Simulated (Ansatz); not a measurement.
## AlCo, space group Pm-3m: a single point

Program: Ansatz 0.2.0 through its Python package.

Script `alco.py`:
```python
from collections import Counter
from pathlib import Path
import json

import ansatz
from ase.io.cube import read_cube_data
from ase.units import Bohr
import pandas as pd
from pymatgen.core import Lattice, Structure
from pymatgen.io.ase import AseAtomsAdaptor

OCCUPATIONS = "Fermi-Dirac"
SIGMA = 0.15

pmg_structure = Structure(
    Lattice([(2.8194, 0.0, 0.0), (0.0, 2.8194, 0.0), (0.0, 0.0, 2.8194)]),
    ["Al", "Co"],
    [
        (0.0, 0.0, 0.0),
        (0.5, 0.5, 0.5),
    ],
)
alco = ansatz.Crystal.from_ase(AseAtomsAdaptor.get_atoms(pmg_structure)).moments(Co=1.8)

job = alco.calculation()
job = job.functional(ansatz.Functional.PBE).pseudopotentials("paw")
job = job.kpoints(7)
job = job.occupations(OCCUPATIONS, width=SIGMA).spin("collinear")
job = job.density().output_files(volumetric_format="cube")
job = job.bader_charges()
outcome = job.run(events_out="events.ndjson")
report = outcome.report
with open("events.ndjson") as stream:
    kinds = Counter(json.loads(line)["event"] for line in stream)
print("events:", {kind: kinds[kind] for kind in ("scf_iter", "scf_done", "notice", "finished")})

print("%-22s %14.5f eV" % ("F = E - TS", report["free_energy_ev"]))
print("%-22s %14.5f eV" % ("E", report["internal_energy_ev"]))
print("%-22s %14.5f eV" % ("Harris-Foulkes", report["harris_foulkes_ev"]))
print("%-22s %14.5f eV" % ("Fermi level", report["fermi_energy_ev"]))

print(f"net moment {report['magnetization_mub']:.3f} muB, absolute {report['absolute_magnetization_mub']:.3f} muB")
for index, (site, m) in enumerate(zip(outcome.lattice.sites, report["site_moments_mub"])):
    print(f"  {index:2d} {site.symbol:2s} {m:7.3f}")

folder = Path(outcome.write_results("cubes"))
print("\n".join((folder / "rho.cube").read_text().splitlines()[: 6 + 2]))
values, cube_atoms = read_cube_data(str(folder / "rho.cube"))
print("electrons from the file:", round(values.mean() * cube_atoms.get_volume() / Bohr ** 3, 3))

basins = outcome.bader_charges()
frame = pd.DataFrame([(a.symbol, a.partial_charge_e, a.basin.volume_ang3) for a in basins.atoms], columns=["atom", "charge (e)", "volume (A^3)"])
print(frame.round(3).to_string())
print("sum of charges", round(frame["charge (e)"].sum(), 4), " sum of volumes", round(frame["volume (A^3)"].sum(), 3))
```

```console
$ python alco.py
DeckWarning: basis.ecutwfc = 420 eV, auto-derived from the records' recommended cutoffs: set by Al (normal level)
RunWarning: the starting moments were not kept: the SCF closed with an absolute magnetisation of 1.9e-6 μB, where they sum to 1.8 μB in size (1 site). That is at most 0.1 of that sum. Measured as dr2_m measures the in/out step, that magnetisation stands 6.6e-12 eV from none, at or under the dr2_threshold of 1.0e-7 eV: it is no larger than a step whose dr2_m would equal this threshold. The system may hold no moment; this SCF shows only that its start led to no more than that. To try another [...]
events: {'scf_iter': 12, 'scf_done': 1, 'notice': 3, 'finished': 1}
F = E - TS                -5664.85289 eV
E                         -5664.79241 eV
Harris-Foulkes            -5664.85289 eV
Fermi level                  14.94427 eV
net moment 0.000 muB, absolute 0.000 muB
   0 Al  -0.000
   1 Co   0.000
ansatz rho
values in e/bohr^3 (x slowest, z fastest)
    2    0.000000    0.000000    0.000000
   20    0.266395    0.000000    0.000000
   20    0.000000    0.266395    0.000000
   20    0.000000    0.000000    0.266395
   13   13.000000    0.000000    0.000000    0.000000
   27   27.000000    2.663947    2.663947    2.663947
electrons from the file: 20.0
  atom  charge (e)  volume (A^3)
0   Al       1.925         5.213
1   Co      -1.925        17.198
sum of charges 0.0  sum of volumes 22.411
```
(Warnings from the package without file and line, shortened.)

Caveats:
- Total energies depend on the potentials; only differences at equal settings carry meaning. A total without «per atom» is that of the cell as typed.
- The SCF didn't keep the moments it started from (some shrank, vanished or turned); what is printed is the state reached.
- For a metal this k-point mesh is coarse: on a finer one energies can move by several to tens of meV an atom and pressures by half a GPa or more, differences at one mesh by less.
- The zero of the levels is a convention of the potentials, so an absolute Fermi energy is no work function.
- Bader volumes count only the part of each basin above a small density, so their sum can fall short of the cell.
- The smearing is wide enough that free energy and stress hold a thermal part of the electrons.
- The fields are valence quantities on the plane-wave grid; their values near the nuclei depend on the potentials.
- This cell is a computed structure, which may not be the phase found in nature.
- Hardware and time: 22 s on 1 thread of Arm Neoverse V1 (shared host), peak memory 0.42 GiB.
